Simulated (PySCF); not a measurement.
**KC+: bond curves at several levels of theory**

One table from this session's results is given with a row withheld; the runs are named, their logs left out.

The runs use PySCF 2.14.0; K x2c-SVPall, C x2c-SVPall, spin-free X2C with a Gaussian nucleus.

Set-up of the first run:

Settings of the job:

```json
{"atoms": "K, C", "charge": "1", "basis": "K x2c-SVPall, C x2c-SVPall", "Hamiltonian": "spin-free X2C with a Gaussian nucleus", "basis functions": "38", "electrons treated": "24", "masses in u": "38.9637, 12.0000", "levels": "PBE0, PBE, r²SCAN, M06-2X, BP86, r²SCAN0, ωB97X, HF, MP2, SCS-MP2, CCSD, CCSD(T)", "grid": "80 radial by 434 angular points", "occupations": "held fixed by the projection of orbital angular momentum", "dissociation limit": "K+ + C, each in its ground configuration", "starting distance in angstrom": "2.755", "values of 2S to try": "0, 2"}
```

Started as:

```bash
> OMP_NUM_THREADS=1 python dia.py task.json out
```

Among the steps run: Input; First curve: PBE0; Higher solutions at PBE0; PBE (GGA); r²SCAN (meta-GGA); M06-2X (hybrid meta-GGA); BP86; r²SCAN0 (hybrid meta-GGA); ωB97X (range-separated hybrid); UHF; MP2 and coupled cluster.

One of the session's tables, all rows but one given; the rest of the session is left out.

| level | Re (Å) | ωe (cm⁻¹) | De (eV) |
| --- | --- | --- | --- |
| UHF | ? | ? | ? |
| UHF-MP2 | 3.299 | 113.0 | 0.169 |
| UHF-SCS-MP2 | 3.309 | 111.6 | 0.164 |
| UHF-CCSD | 3.307 | 112.4 | 0.169 |
| UHF-CCSD(T) | 3.305 | 112.7 | 0.171 |
| PBE | 3.240 | 116.4 | 0.214 |
| BP86 | 3.292 | 104.9 | 0.175 |
| r²SCAN | 3.253 | 112.4 | 0.178 |
| PBE0 | 3.230 | 115.9 | 0.190 |
| r²SCAN0 | 3.230 | 115.1 | 0.174 |
| M06-2X | 3.157 | 131.4 | 0.203 |
| ωB97X | 3.180 | 123.8 | 0.189 |

Q: Estimate the row for UHF from the others.

As computed: Re (Å): 3.335; ωe (cm⁻¹): 106.2; De (eV): 0.144. In the column «Re (Å)» it is the highest.

De is counted to K+ + C in their ground configurations.

Caveats from the session: The bond is weak, and basis-set superposition, which was not computed, may be a sizeable part of it.
